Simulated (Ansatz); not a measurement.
# Sn3O: the cost of one run

Method: DFT PBEsol, scalar-relativistic, plane waves, PAW, in Ansatz 0.2.0.

**1. The structure to begin with**

It takes space group P6_322 (No. 182, hexagonal). The conventional cell has a = 4.796 Å, b = 4.796 Å, c = 4.427 Å, α = 90.00°, β = 90.00°, γ = 120.00°. Sn (site symmetry 2) has 2 O at 1.94 Å as nearest neighbours. O (site symmetry 32) has 6 Sn at 1.94 Å as nearest neighbours.

Structure file:

```cif
data_structure
_symmetry_space_group_name_H-M 'P 1'
_symmetry_Int_Tables_number 1
_cell_length_a 4.7960
_cell_length_b 4.7960
_cell_length_c 4.4270
_cell_angle_alpha 90.000
_cell_angle_beta 90.000
_cell_angle_gamma 120.000
_cell_volume 88.19
loop_
_atom_site_label
_atom_site_type_symbol
_atom_site_fract_x
_atom_site_fract_y
_atom_site_fract_z
_atom_site_occupancy
Sn1 Sn 0.33330 0.00000 0.00000 1
Sn2 Sn 0.33330 0.33330 0.50000 1
Sn3 Sn 0.00000 0.33330 0.00000 1
Sn4 Sn 0.66670 0.00000 0.50000 1
Sn5 Sn 0.66670 0.66670 0.00000 1
Sn6 Sn 0.00000 0.66670 0.50000 1
O1 O 0.33333 0.66667 0.25000 1
O2 O 0.66667 0.33333 0.75000 1
```

The cell was made up by rule, so the compound may not exist in this form.

(A quick probe on a coarse mesh, which set the mesh and smearing, is not shown.)

**3. A loose first relaxation**

Input file input.yaml:

```yaml
crystal:
  lattice:
    - [4.7960060562, 0.0, 0.0]
    - [-2.3980030281, 4.1534630814, 0.0]
    - [0.0, 0.0, 4.4269898477]
  atoms:
    - { symbol: Sn, position: [0.3332999999, 0.0, 0.0] }
    - { symbol: Sn, position: [0.3332999999, 0.3332999999, 0.5] }
    - { symbol: Sn, position: [0.0, 0.3332999999, 0.0] }
    - { symbol: Sn, position: [0.6667000001, 0.0, 0.5] }
    - { symbol: Sn, position: [0.6667000001, 0.6667000001, 0.0] }
    - { symbol: Sn, position: [0.0, 0.6667000001, 0.5] }
    - { symbol: O, position: [0.3333333333, 0.6666666667, 0.25] }
    - { symbol: O, position: [0.6666666667, 0.3333333333, 0.75] }
basis:
  ecutwfc: 420
kpoints:
  mp_grid: { grid: [6, 6, 4] }
hamiltonian:
  xc: pbesol
scf:
  occupations: { method: gaussian, width: 0.1 }
output:
  forces: true
  stress: true
  eigenvalues: true
relax:
  adjacent_minimum: "off"
  f_tol: 0.05
  max_steps: 80
  cell: { stress_tol: 0.5 }
```

Run with:

```sh
$ ansatz run input.yaml --threads 2 --pin off --max-ram 6144MiB --backend cpu --events-out ev --progress --plain --runs-dir out
```

What time and memory should one allow on 2 threads of Intel Xeon 6975P-C (Granite Rapids), shared host?

About 42 s, with a peak of 0.57 GiB.
